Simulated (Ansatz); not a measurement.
**C2H4BF: shift of H7 from C3 to C2, part 1 of 2**

How high is the barrier for the shift of H7 from C3 to C2? Relax the two ends, then run a nudged elastic band between them. SMILES of the start: BC(=C)F.

Program: Ansatz 0.2.0. Level of theory: RKS B3LYP-D4/cc-pVDZ. These are calculated values, not measurements.

## Step 1: Starting point

Bond lengths: B1–C2 1.518 Å, C2–C3 1.309 Å, C2–F4 1.327 Å, B1–H5 1.242 Å, B1–H6 1.195 Å, C3–H7 1.095 Å, C3–H8 1.128 Å. Angles: B1–C2–C3 120.3°, B1–C2–F4 120.8°, C3–C2–F4 118.8°, C2–B1–H5 119.5°, C2–B1–H6 125.3°, H5–B1–H6 115.1°, C2–C3–H7 122.5°, C2–C3–H8 121.8°, H7–C3–H8 115.3°.

Coordinates:

```xyz
8

B    -0.3227    1.1357   -0.4020
C    -0.1563   -0.3717   -0.3325
C     0.4577   -0.9223    0.6845
F    -0.5549   -1.1456   -1.3346
H    -0.9415    1.6388   -1.3541
H     0.0313    1.9084    0.4384
H     0.6572   -1.9972    0.7387
H     0.9213   -0.3032    1.5058
```

## Step 2: Relaxing end A

Contents of input.yaml:

```yaml
crystal:
  periodic: [false, false, false]
  atoms:
    - { symbol: B, position_ang: [-0.3227, 1.1357, -0.402] }
    - { symbol: C, position_ang: [-0.1563, -0.3717, -0.3325] }
    - { symbol: C, position_ang: [0.4577, -0.9223, 0.6845] }
    - { symbol: F, position_ang: [-0.5549, -1.1456, -1.3346] }
    - { symbol: H, position_ang: [-0.9415, 1.6388, -1.3541] }
    - { symbol: H, position_ang: [0.0313, 1.9084, 0.4384] }
    - { symbol: H, position_ang: [0.6572, -1.9972, 0.7387] }
    - { symbol: H, position_ang: [0.9213, -0.3032, 1.5058] }
basis:
  gaussian: { orbitals: cc-pVDZ }
hamiltonian:
  xc: b3lyp
  dispersion: d4
relax:
  f_tol: 0.02
  max_steps: 50
```

The run is started by

```bash
ansatz run input.yaml --threads 1 --pin off --max-ram 2048MiB --backend cpu --events-out ev --progress --plain --runs-dir out
```

What it wrote (excerpt; [...] marks lines left out):

```text
Warning: RAYON_NUM_THREADS=1 ignored (pool sized by the plan → 1); use --threads N
[...]
Functional definition: B3LYP
[...]
803 factors; integrals over basis functions are off by at most 4.2e-4 eV
[...]
mean field -5531.17690683 eV, -203.2670021596 hartree, gradient 3.2e-5 eV, S^2 0.000000; 0 other end points of the search recorded, 0 dependent functions left out
[...]
reference -5531.17711185 eV, -203.2670096940 hartree; 15, 15 occupied and 61, 61 virtual orbitals, 803 factors
relax step   1: F+E_penalty+E_count = -5531.35619249 eV  Δ(F+E_penalty+E_count) = +0.000e0 eV  max|allowed force component| = 2.736e0 eV/Å  Δτ_max = 0.0000 Å  (23 SCF iters, accepted)
[...]
relax step   5: F+E_penalty+E_count = -5531.54550351 eV  Δ(F+E_penalty+E_count) = -2.689e-4 eV  max|allowed force component| = 5.480e-2 eV/Å  Δτ_max = 0.0076 Å  (26 SCF iters, accepted)
[...]
relax step   6: F+E_penalty+E_count = -5531.54568387 eV  Δ(F+E_penalty+E_count) = -1.804e-4 eV  max|allowed force component| = 1.777e-2 eV/Å  Δτ_max = 0.0024 Å  (20 SCF iters, accepted)
803 factors; integrals over basis functions are off by at most 4.3e-4 eV
mean field -5531.36759782 eV, -203.2740099242 hartree, gradient 5.9e-5 eV, S^2 0.000000; 1 other end points of the search recorded, 0 dependent functions left out
[...]
reference -5531.36780394 eV, -203.2740174990 hartree; 15, 15 occupied and 61, 61 virtual orbitals, 803 factors
Total energy: -5531.54589000 eV, -203.2805620409 hartree
Atom 0 at    -0.365360     1.174994    -0.436570 Å, force    -0.002899    -0.017773    -0.005649 eV/Å
Atom 1 at    -0.123947    -0.342006    -0.323805 Å, force    -0.003916     0.006968    -0.006616 eV/Å
Atom 2 at     0.513646    -0.934653     0.702789 Å, force     0.008402    -0.000387     0.011718 eV/Å
Atom 3 at    -0.587021    -1.138065    -1.329106 Å, force     0.002122     0.002787     0.005879 eV/Å
Atom 4 at    -0.945721     1.641520    -1.380067 Å, force     0.001458     0.002880     0.001124 eV/Å
Atom 5 at     0.043569     1.878849     0.448175 Å, force     0.001181     0.002349     0.002283 eV/Å
Atom 6 at     0.662759    -2.017146     0.743599 Å, force    -0.005290     0.003127    -0.008302 eV/Å
Atom 7 at     0.894175    -0.320594     1.519185 Å, force    -0.001058     0.000049    -0.000437 eV/Å
Dipole moment:     0.161727    -0.030123     0.285512 e Å
```

It took 17 s on 1 thread of Arm Neoverse V1, shared host; peak memory 0.13 GiB.

The steps of the relaxation:

```csv
step,energy from step 1 (eV),largest force component (eV/Å)
1,0.0000,2.7359
2,-0.0882,1.1793
3,-0.1879,0.1834
4,-0.1890,0.0815
5,-0.1893,0.0548
6,-0.1895,0.0178
```

Step 1 is the start.

After: Bond lengths: B1–C2 1.540 Å, C2–C3 1.346 Å, C2–F4 1.363 Å, B1–H5 1.202 Å, B1–H6 1.202 Å, C3–H7 1.093 Å, C3–H8 1.090 Å. Angles: B1–C2–C3 124.3°, B1–C2–F4 117.9°, C3–C2–F4 117.8°, C2–B1–H5 121.0°, C2–B1–H6 118.0°, H5–B1–H6 121.0°, C2–C3–H7 121.9°, C2–C3–H8 119.2°, H7–C3–H8 118.8°.

## Step 3: Relaxing end B

The second end starts from a geometry with the move made by hand.

input.yaml: that of step 2 with these lines changed.

```diff
@@ -9,3 +9,3 @@
     - { symbol: H, position_ang: [0.0313, 1.9084, 0.4384] }
-    - { symbol: H, position_ang: [0.6572, -1.9972, 0.7387] }
+    - { symbol: H, position_ang: [-0.95851, -0.61766, 0.36325] }
     - { symbol: H, position_ang: [0.9213, -0.3032, 1.5058] }
```

The run is started by

```bash
ansatz run input.yaml --threads 1 --pin off --max-ram 2048MiB --backend cpu --events-out ev --progress --plain --runs-dir out
```

What it wrote (excerpt; [...] marks lines left out):

```text
Warning: RAYON_NUM_THREADS=1 ignored (pool sized by the plan → 1); use --threads N
[...]
[... 1 set-up line as earlier in the session ...]
[...]
802 factors; integrals over basis functions are off by at most 3.2e-4 eV
[...]
mean field -5526.66112303 eV, -203.1010501660 hartree, gradient 6.2e-5 eV, S^2 0.000000; 0 other end points of the search recorded, 0 dependent functions left out
[...]
reference -5526.66132491 eV, -203.1010575848 hartree; 15, 15 occupied and 61, 61 virtual orbitals, 802 factors
relax step   1: F+E_penalty+E_count = -5526.83876013 eV  Δ(F+E_penalty+E_count) = +0.000e0 eV  max|allowed force component| = 3.859e0 eV/Å  Δτ_max = 0.0000 Å  (26 SCF iters, accepted)
[...]
relax step   4: F+E_penalty+E_count = -5527.91933803 eV  Δ(F+E_penalty+E_count) = -4.328e-2 eV  max|allowed force component| = 2.645e-1 eV/Å  Δτ_max = 0.0649 Å  (29 SCF iters, accepted)
[...]
relax step   7: F+E_penalty+E_count = -5528.10021799 eV  Δ(F+E_penalty+E_count) = -5.163e-2 eV  max|allowed force component| = 1.957e-1 eV/Å  Δτ_max = 0.2000 Å  (29 SCF iters, accepted)
[...]
relax step  10: F+E_penalty+E_count = -5528.11291440 eV  Δ(F+E_penalty+E_count) = +2.458e-3 eV  max|allowed force component| = 3.365e-1 eV/Å  Δτ_max = 0.0360 Å  (26 SCF iters, rejected (line search))
[...]
relax step  12: F+E_penalty+E_count = -5528.11864196 eV  Δ(F+E_penalty+E_count) = +1.753e-4 eV  max|allowed force component| = 1.075e-1 eV/Å  Δτ_max = 0.0158 Å  (26 SCF iters, rejected (line search))
[...]
relax step  13: F+E_penalty+E_count = -5528.11951764 eV  Δ(F+E_penalty+E_count) = -7.004e-4 eV  max|allowed force component| = 4.666e-2 eV/Å  Δτ_max = 0.0077 Å  (25 SCF iters, accepted)
[...]
802 factors; integrals over basis functions are off by at most 4.9e-4 eV
[...]
mean field -5527.94151480 eV, -203.1481036956 hartree, gradient 5.3e-5 eV, S^2 0.000000; 0 other end points of the search recorded, 0 dependent functions left out
[...]
```

## Step 4: More of the same log: end point B relaxed

Output, continued (excerpt; [...] marks lines left out):

```text
reference -5527.94171009 eV, -203.1481108724 hartree; 15, 15 occupied and 61, 61 virtual orbitals, 802 factors
relax step  14: F+E_penalty+E_count = -5528.12010033 eV  Δ(F+E_penalty+E_count) = -5.827e-4 eV  max|allowed force component| = 5.104e-2 eV/Å  Δτ_max = 0.0157 Å  (26 SCF iters, accepted)
[...]
relax step  16: F+E_penalty+E_count = -5528.12214479 eV  Δ(F+E_penalty+E_count) = -1.893e-5 eV  max|allowed force component| = 1.921e-1 eV/Å  Δτ_max = 0.0634 Å  (29 SCF iters, accepted)
[...]
relax step  18: F+E_penalty+E_count = -5528.12448806 eV  Δ(F+E_penalty+E_count) = -1.785e-3 eV  max|allowed force component| = 1.073e-1 eV/Å  Δτ_max = 0.0193 Å  (26 SCF iters, accepted)
[...]
relax step  20: F+E_penalty+E_count = -5528.08619415 eV  Δ(F+E_penalty+E_count) = +3.865e-2 eV  max|allowed force component| = 6.809e-1 eV/Å  Δτ_max = 0.0856 Å  (25 SCF iters, rejected (line search))
[...]
reference -5527.94658017 eV, -203.1482898444 hartree; 15, 15 occupied and 61, 61 virtual orbitals, 802 factors
Total energy: -5528.12550422 eV, -203.1548651821 hartree
Atom 0 at    -0.382691     1.142856    -0.390037 Å, force     0.001684    -0.005538    -0.001769 eV/Å
Atom 1 at    -0.356146    -0.425517    -0.197420 Å, force     0.015267     0.010152     0.008460 eV/Å
Atom 2 at     0.847268    -0.887668     0.412021 Å, force     0.002151     0.000355    -0.001359 eV/Å
Atom 3 at    -0.792078    -1.142911    -1.307316 Å, force    -0.006323    -0.003591    -0.003741 eV/Å
Atom 4 at    -0.296661     1.599554    -1.496281 Å, force    -0.000223     0.000148    -0.000304 eV/Å
Atom 5 at    -0.462951     1.834437     0.587530 Å, force    -0.001298     0.001056     0.001817 eV/Å
Atom 6 at    -1.095181    -0.547279     0.644836 Å, force    -0.008967    -0.002367    -0.000325 eV/Å
Atom 7 at     1.014832    -0.251032     1.315416 Å, force    -0.002290    -0.000216    -0.002779 eV/Å
Dipole moment:    -0.210387     0.396206     0.384782 e Å
```

Wall time 56 s (1 thread of Arm Neoverse V1, shared host); peak memory 0.13 GiB.

Relaxation path:

```csv
step,energy from step 1 (eV),largest force component (eV/Å)
1,0.0000,3.8588
2,-0.8178,1.8287
3,-1.0373,0.6101
4,-1.0806,0.2645
5,-1.1479,0.4630
6,-1.2098,0.3766
7,-1.2615,0.1957
8,-1.2712,0.2874
9,-1.2766,0.1717
10x,-1.2742,0.3365
11,-1.2801,0.1179
12x,-1.2799,0.1075
13,-1.2808,0.0467
14,-1.2813,0.0510
15,-1.2834,0.0962
16,-1.2834,0.1921
17,-1.2839,0.1493
18,-1.2857,0.1073
19,-1.2861,0.0473
20x,-1.2474,0.6809
21,-1.2863,0.0702
22,-1.2865,0.0153
```

Step 1 is the start. 3 steps were tried and not accepted (marked x).

After: Bond lengths: B1–C2 1.580 Å, C2–C3 1.426 Å, C2–F4 1.392 Å, B1–H5 1.200 Å, B1–H6 1.200 Å, C2–H7 1.127 Å, C3–H8 1.118 Å. Angles: B1–C2–C3 112.8°, B1–C2–F4 114.2°, B1–C2–H7 100.8°, C3–C2–F4 116.0°, C3–C2–H7 101.5°, F4–C2–H7 109.6°, C2–B1–H5 119.3°, C2–B1–H6 118.3°, H5–B1–H6 122.4°, C2–C3–H8 106.7°.

## Step 5: The band

crystal.atoms is end A as relaxed above, and neb.final_atoms is end B, turned to lie on A. With 7 inner images the band has 9 in all. The start path is listed, through a guess of the saddle.

Contents of input.yaml:

```yaml
crystal:
  periodic: [false, false, false]
  atoms:
    - { symbol: B, position_ang: [-0.36536, 1.174994, -0.43657] }
    - { symbol: C, position_ang: [-0.123947, -0.342006, -0.323805] }
    - { symbol: C, position_ang: [0.513646, -0.934653, 0.702789] }
    - { symbol: F, position_ang: [-0.587021, -1.138065, -1.329106] }
    - { symbol: H, position_ang: [-0.945721, 1.64152, -1.380067] }
    - { symbol: H, position_ang: [0.043569, 1.878849, 0.448175] }
    - { symbol: H, position_ang: [0.662759, -2.017146, 0.743599] }
    - { symbol: H, position_ang: [0.894175, -0.320594, 1.519185] }
basis:
  gaussian: { orbitals: cc-pVDZ }
hamiltonian:
  xc: b3lyp
  dispersion: d4
neb:
  order_check: false
  images: 7
  f_tol: 0.05
  max_iterations: 60
  final_atoms:
    - { symbol: B, position_ang: [-0.40264397, 0.93042969, -0.24147003] }
    - { symbol: C, position_ang: [-0.04952009, -0.60891308, -0.18378834] }
    - { symbol: C, position_ang: [1.27843302, -0.85502149, 0.27357183] }
    - { symbol: F, position_ang: [-0.45104059, -1.32758932, -1.30577129] }
    - { symbol: H, position_ang: [-0.52466167, 1.46469114, -1.30890921] }
    - { symbol: H, position_ang: [-0.51328991, 1.52752265, 0.79371143] }
    - { symbol: H, position_ang: [-0.65753101, -0.93165188, 0.70871167] }
    - { symbol: H, position_ang: [1.41235421, -0.25656871, 1.20814393] }
  initial_path:
    images:
      - { positions_ang: [[-0.36536, 1.174994, -0.43657], [-0.123947, -0.342006, -0.323805], [0.513646, -0.934653, 0.702789], [-0.587021, -1.138065, -1.329106], [-0.945721, 1.64152, -1.380067], [0.043569, 1.878849, 0.448175], [0.662759, -2.017146, 0.743599], [0.894175, -0.320594, 1.519185]] }
      - { positions_ang: [[-0.35604968, 1.13892674, -0.41105551], [-0.07547163, -0.36473607, -0.3105979], [0.58614337, -0.91987994, 0.7068643], [-0.50216626, -1.17007651, -1.31041005], [-0.97341827, 1.5876819, -1.34992334], [0.01735801, 1.87281194, 0.4584328], [0.42472382, -1.91469585, 0.64171751], [0.97098065, -0.28713321, 1.51917218]] }
      - { positions_ang: [[-0.34673936, 1.10285948, -0.38554101], [-0.02699626, -0.38746614, -0.2973908], [0.65864074, -0.90510688, 0.7109396], [-0.41731153, -1.20208802, -1.29171411], [-1.00111554, 1.5338438, -1.31977967], [-0.00885299, 1.86677488, 0.46869061], [0.18668865, -1.8122457, 0.53983602], [1.0477863, -0.25367242, 1.51915937]] }
      - { positions_ang: [[-0.33742904, 1.06679222, -0.36002652], [0.02147911, -0.41019621, -0.28418371], [0.7311381, -0.89033382, 0.7150149], [-0.33245679, -1.23409953, -1.27301816], [-1.02881281, 1.4800057, -1.28963601], [-0.03506398, 1.86073782, 0.47894841], [-0.05134653, -1.70979555, 0.43795453], [1.12459194, -0.22021163, 1.51914655]] }
      - { positions_ang: [[-0.32811872, 1.03072495, -0.33451203], [0.06995448, -0.43292629, -0.27097661], [0.80363547, -0.87556076, 0.7190902], [-0.24760206, -1.26611104, -1.25432222], [-1.05651009, 1.4261676, -1.25949235], [-0.06127498, 1.85470076, 0.48920622], [-0.28938171, -1.60734539, 0.33607304], [1.20139759, -0.18675084, 1.51913374]] }
      - { positions_ang: [[-0.34675003, 1.00565114, -0.31125153], [0.04008584, -0.47692298, -0.24917954], [0.92233486, -0.87042594, 0.60771061], [-0.29846169, -1.28148061, -1.26718449], [-0.92354798, 1.43579848, -1.27184656], [-0.17427871, 1.77290623, 0.56533252], [-0.38141903, -1.43842202, 0.4292327], [1.25413675, -0.20420531, 1.44138628]] }
      - { positions_ang: [[-0.36538134, 0.98057732, -0.28799103], [0.0102172, -0.52091968, -0.22738247], [1.04103425, -0.86529112, 0.49633102], [-0.34932132, -1.29685018, -1.28004676], [-0.79058588, 1.44542937, -1.28420078], [-0.28728244, 1.6911117, 0.64145883], [-0.47345636, -1.26949864, 0.52239236], [1.3068759, -0.22165978, 1.36363883]] }
      - { positions_ang: [[-0.38401266, 0.95550351, -0.26473053], [-0.01965144, -0.56491638, -0.20558541], [1.15973363, -0.86015631, 0.38495143], [-0.40018096, -1.31221975, -1.29290902], [-0.65762377, 1.45506025, -1.29655499], [-0.40028618, 1.60931718, 0.71758513], [-0.56549368, -1.10057526, 0.61555201], [1.35961505, -0.23911424, 1.28589138]] }
      - { positions_ang: [[-0.40264397, 0.93042969, -0.24147003], [-0.04952009, -0.60891308, -0.18378834], [1.27843302, -0.85502149, 0.27357183], [-0.45104059, -1.32758932, -1.30577129], [-0.52466167, 1.46469114, -1.30890921], [-0.51328991, 1.52752265, 0.79371143], [-0.65753101, -0.93165188, 0.70871167], [1.41235421, -0.25656871, 1.20814393]] }
```

The run is started by

```bash
ansatz run input.yaml --threads 1 --pin off --max-ram 2048MiB --backend cpu --events-out ev --progress --plain --runs-dir out
```

What it wrote (excerpt; [...] marks lines left out):

```text
Warning: RAYON_NUM_THREADS=1 ignored (pool sized by the plan → 1); use --threads N
[...]
[... 1 set-up line as earlier in the session ...]
[...]
804 factors; integrals over basis functions are off by at most 4.2e-4 eV
[...]
mean field -5531.36763459 eV, -203.2740112756 hartree, gradient 3.4e-5 eV, S^2 0.000000; 0 other end points of the search recorded, 0 dependent functions left out
[...]
reference -5531.36784200 eV, -203.2740188976 hartree; 15, 15 occupied and 61, 61 virtual orbitals, 804 factors
804 factors; integrals over basis functions are off by at most 6.1e-4 eV
[...]
mean field -5527.94638462 eV, -203.1482826583 hartree, gradient 6.0e-5 eV, S^2 0.000000; 0 other end points of the search recorded, 0 dependent functions left out
[...]
reference -5527.94657790 eV, -203.1482897612 hartree; 15, 15 occupied and 61, 61 virtual orbitals, 804 factors
[...]
NEB iter  15: max|band force component| = 4.380e-2 eV/Å  barrier→ = 3.4277 eV  barrier← = 0.0072 eV  CI = image 7  Δτ_max = 0.0000 Å  (344 SCF iters)
Total energy: -5528.11825581 eV, -203.1545988079 hartree
Atom 0 at    -0.429981     0.945829    -0.267719 Å, force    -0.001731    -0.000922     0.001155 eV/Å
Atom 1 at    -0.066627    -0.572097    -0.232906 Å, force     0.000725    -0.002770     0.005266 eV/Å
Atom 2 at     1.193699    -0.908706     0.332426 Å, force     0.000133    -0.001024    -0.000313 eV/Å
Atom 3 at    -0.494602    -1.352178    -1.288632 Å, force     0.000866     0.000115    -0.001303 eV/Å
Atom 4 at    -0.390534     1.528543    -1.317334 Å, force    -0.000244    -0.000221     0.000140 eV/Å
Atom 5 at    -0.643212     1.517907     0.766157 Å, force     0.001369     0.000775     0.000166 eV/Å
Atom 6 at    -0.445376    -1.013116     0.770271 Å, force    -0.001589     0.002504    -0.004219 eV/Å
Atom 7 at     1.368733    -0.203282     1.181935 Å, force     0.000472     0.001543    -0.000891 eV/Å
Dipole moment:    -0.182063     0.310904     0.366860 e Å
this run last wrote the band of iteration 15 to <dir>
```

It took 4.1 min on 1 thread of Arm Neoverse V1, shared host; peak memory 0.13 GiB.

## Step 6: Images and barrier

The 7 inner images lie between the fixed ends 0 and 8. Energy is taken from image 0, and the path length is the program's own coordinate along the band.

| image | path (Å) | energy (eV) | H7–C3 (Å) | H7–C2 (Å) | band force (eV/Å) |
| --- | --- | --- | --- | --- | --- |
| 0 | 0.000 | 0.0000 | 1.09 | 2.14 | - |
| 1 | 0.443 | 0.0310 | 1.09 | 2.14 | 0.010 |
| 2 | 0.886 | 0.2014 | 1.09 | 2.13 | 0.013 |
| 3 | 1.329 | 0.5967 | 1.08 | 2.08 | 0.020 |
| 4 | 1.771 | 1.3810 | 1.08 | 1.94 | 0.015 |
| 5 | 2.213 | 2.6129 | 1.12 | 1.67 | 0.044 |
| 6 | 2.655 | 3.3576 | 1.31 | 1.33 | 0.018 |
| 7* | 3.097 | 3.4277 | 1.70 | 1.16 | 0.004 |
| 8 | 3.443 | 3.4204 | 1.99 | 1.13 | - |

The star marks the climbing image.

image, energy (eV) and a bar:
```
        0      0.000 
        1      0.031 
        2      0.201 ##
        3      0.597 #####
        4      1.381 ############
        5      2.613 #######################
        6      3.358 #############################
        7      3.428 ##############################
        8      3.420 ##############################
```

The top of the band by iteration:

```csv
iteration,highest image above image 0 (eV),largest band force (eV/Å)
1,4.6552,5.031
3,3.6318,2.319
5,3.5395,0.475
7,3.4442,0.299
9,3.4296,0.464
11,3.4280,0.606
13,3.4277,0.106
15,3.4277,0.044
```

The band as a trajectory file:

```xyz
8
image=0 dE=0.0000
B    -0.365    1.175   -0.437
C    -0.124   -0.342   -0.324
C     0.514   -0.935    0.703
F    -0.587   -1.138   -1.329
H    -0.946    1.642   -1.380
H     0.044    1.879    0.448
H     0.663   -2.017    0.744
H     0.894   -0.321    1.519
8
image=1 dE=0.0310
B    -0.371    1.171   -0.431
C    -0.195   -0.353   -0.285
C     0.533   -0.930    0.688
F    -0.723   -1.155   -1.252
H    -0.664    1.667   -1.486
H    -0.182    1.855    0.539
H     0.731   -2.005    0.701
H     0.964   -0.306    1.471
8
image=2 dE=0.2014
B    -0.364    1.168   -0.449
C    -0.163   -0.360   -0.303
C     0.565   -0.922    0.673
F    -0.783   -1.171   -1.206
H    -0.441    1.734   -1.506
H    -0.465    1.779    0.582
H     0.635   -2.005    0.786
H     1.108   -0.280    1.368
8
image=3 dE=0.5967
B    -0.361    1.154   -0.468
C    -0.069   -0.372   -0.360
C     0.630   -0.902    0.643
F    -0.780   -1.203   -1.178
H    -0.319    1.801   -1.471
H    -0.686    1.642    0.588
H     0.436   -1.929    0.924
H     1.241   -0.247    1.267
8
image=4 dE=1.3810
B    -0.380    1.106   -0.449
C     0.017   -0.400   -0.419
C     0.747   -0.890    0.576
F    -0.722   -1.274   -1.163
H    -0.257    1.785   -1.411
H    -0.801    1.524    0.610
H     0.184   -1.711    0.995
H     1.305   -0.197    1.205
8
image=5 dE=2.6129
B    -0.412    1.043   -0.385
C     0.016   -0.446   -0.411
C     0.892   -0.927    0.494
F    -0.664   -1.339   -1.173
H    -0.241    1.701   -1.355
H    -0.807    1.494    0.666
H    -0.015   -1.413    0.949
H     1.324   -0.169    1.159
8
image=6 dE=3.3576
B    -0.436    0.981   -0.311
C    -0.046   -0.519   -0.327
C     1.043   -0.954    0.416
F    -0.591   -1.372   -1.230
H    -0.261    1.608   -1.319
H    -0.767    1.503    0.716
H    -0.177   -1.132    0.846
H     1.326   -0.172    1.154
8
image=7 dE=3.4277
B    -0.430    0.946   -0.268
C    -0.067   -0.572   -0.233
C     1.194   -0.909    0.332
F    -0.495   -1.352   -1.289
H    -0.391    1.529   -1.317
H    -0.643    1.518    0.766
H    -0.445   -1.013    0.770
H     1.369   -0.203    1.182
8
image=8 dE=3.4204
B    -0.403    0.930   -0.241
C    -0.050   -0.609   -0.184
C     1.278   -0.855    0.274
F    -0.451   -1.328   -1.306
H    -0.525    1.465   -1.309
H    -0.513    1.528    0.794
H    -0.658   -0.932    0.709
H     1.412   -0.257    1.208
```

(Continued in part 2 of 2.)
